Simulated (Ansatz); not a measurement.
# Ge: the cost of one run

Method: DFT PBEsol, scalar-relativistic, plane waves, PAW, in Ansatz 0.2.0.

2 further runs of the same task are left out: 2 set aside as unsound or not needed.

## (1) Starting point

It takes space group Ia-3 (No. 206, cubic). Conventional cell: a = 6.939 Å, b = 6.939 Å, c = 6.939 Å, α = 90.00°, β = 90.00°, γ = 90.00°. Ge (site symmetry 3) has 4 Ge at 2.45 to 2.49 Å in its first shell of neighbours.

Structure file:

```xyz
16
Lattice="-3.4697 3.4697 -3.4697 -3.4697 -3.4697 3.4697 0.0000 6.9393 6.9393" Properties=species:S:1:pos:R:3 pbc="T T T"
Ge   -2.4432    1.0265    2.4432
Ge   -5.9129    4.4961    5.9129
Ge   -4.4961    4.4961    1.0265
Ge   -4.4961    4.4961    7.9658
Ge   -2.4432   -1.0265    1.0265
Ge   -5.9129    2.4432    4.4961
Ge   -4.4961    2.4432    2.4432
Ge   -1.0265    5.9129    5.9129
Ge   -1.0265    2.4432    1.0265
Ge   -4.4961    5.9129    4.4961
Ge   -2.4432    2.4432   -1.0265
Ge   -2.4432    2.4432    5.9129
Ge   -4.4961    1.0265   -1.0265
Ge   -1.0265    4.4961    2.4432
Ge   -5.9129    1.0265    1.0265
Ge   -2.4432    4.4961    4.4961
```

It goes back to an entry of the Materials Project, which need not be the stable form.

It is built from the cell relaxed beforehand with the same method (20.88 Å³/atom).

## (2) The undisturbed cell

input.yaml reads:

```yaml
crystal:
  lattice:
    - [-3.469663098, 3.469663098, -3.469663098]
    - [-3.469663098, -3.469663098, 3.469663098]
    - [0.0, 6.939326196, 6.939326196]
  atoms:
    - { symbol: Ge, position: [0.25, 0.4541614907, 0.25] }
    - { symbol: Ge, position: [0.75, 0.9541614907, 0.75] }
    - { symbol: Ge, position: [0.8979192546, 0.3979192546, 0.3979192546] }
    - { symbol: Ge, position: [0.3979192546, 0.8979192546, 0.8979192546] }
    - { symbol: Ge, position: [0.2041614907, 0.5, 0.0] }
    - { symbol: Ge, position: [0.7041614907, 1.0, 0.5] }
    - { symbol: Ge, position: [0.6479192546, 0.6479192546, 0.3520807454] }
    - { symbol: Ge, position: [0.1479192546, 0.1479192546, 0.8520807454] }
    - { symbol: Ge, position: [0.25, 0.0458385093, 0.25] }
    - { symbol: Ge, position: [0.75, 0.5458385093, 0.75] }
    - { symbol: Ge, position: [0.6020807454, 0.1020807454, 0.1020807454] }
    - { symbol: Ge, position: [0.1020807454, 0.6020807454, 0.6020807454] }
    - { symbol: Ge, position: [0.7958385093, 0.5, 0.0] }
    - { symbol: Ge, position: [0.2958385093, 0.0, 0.5] }
    - { symbol: Ge, position: [0.8520807454, 0.8520807454, 0.1479192546] }
    - { symbol: Ge, position: [0.3520807454, 0.3520807454, 0.6479192546] }
basis:
  ecutwfc: 420
kpoints:
  mp_grid: { grid: [7, 7, 4] }
hamiltonian:
  xc: pbesol
scf:
  occupations: { method: gaussian, width: 0.15 }
output:
  forces: true
  stress: true
  eigenvalues: true
  write_density: true
  write_potential: true
  elf: true
  volumetric_format: npy
```

Command:

```
$ ansatz run input.yaml --threads 2 --pin off --max-ram 5120MiB --backend cpu --events-out ev --progress --plain --runs-dir out
```

What time and memory should one allow on 2 threads of Arm Neoverse V2, shared host?

About 1.7 min, with a peak of 2 GiB.
